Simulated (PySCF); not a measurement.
# I2Pb (Pb(I)22+): the cost of one run

Computed with PySCF 2.14.0. Level: PBE0, Pb def2-SVP with ECP60, I def2-SVP with ECP28; scalar-relativistic core potentials, no spin–orbit coupling.

1 further run of the same task is left out (for a known fault of the program).

### Step 1. The system as given

3 atoms, charge 2, spin multiplicity 1.

Bond lengths: Pb1–I2 2.642 Å, Pb1–I3 2.642 Å. Angles: I2–Pb1–I3 179.9°.

Coordinates:

```xyz
3
charge 2, multiplicity 1
Pb    0.0000    0.0000    0.1304
I     2.6420    0.0000    0.1282
I    -2.6420    0.0000    0.1282
```

Formal oxidation states: Pb +4. An earlier session relaxed this geometry at PBE0, Pb def2-SVP with ECP60, I def2-SVP with ECP28 (singlet, point group D∞h).

Its energy there is -787.568818 Eh.

### Step 2. Multiplicity 3 at the relaxed geometry

run.py (the lines that set the calculation) reads:

```python
mol = gto.M(atom='''
Pb     0.00000     0.00000     0.13042
I      2.64205     0.00000     0.12821
I     -2.64205     0.00000     0.12821''',
    basis={'Pb': 'def2-SVP', 'I': 'def2-SVP'},
    ecp={'Pb': 'def2-SVP', 'I': 'def2-SVP'},
    charge=2, spin=2)
mf = dft.UKS(mol, xc='PBE0')
mf.grids.atom_grid = (50, 194)
mf = mf.density_fit()  # fitting sets: Pb def2-universal-JKFIT, I def2-universal-JKFIT
mf.conv_tol = 1e-08; mf.max_cycle = 55
mf.kernel(dm0)  # dm0: free metal ions and neutral atoms
```

Run with:

```bash
OMP_NUM_THREADS=2 python run.py
```

**Question.** How long does this run take on 2 threads of Arm Neoverse V1, shared host?

About 2 s.
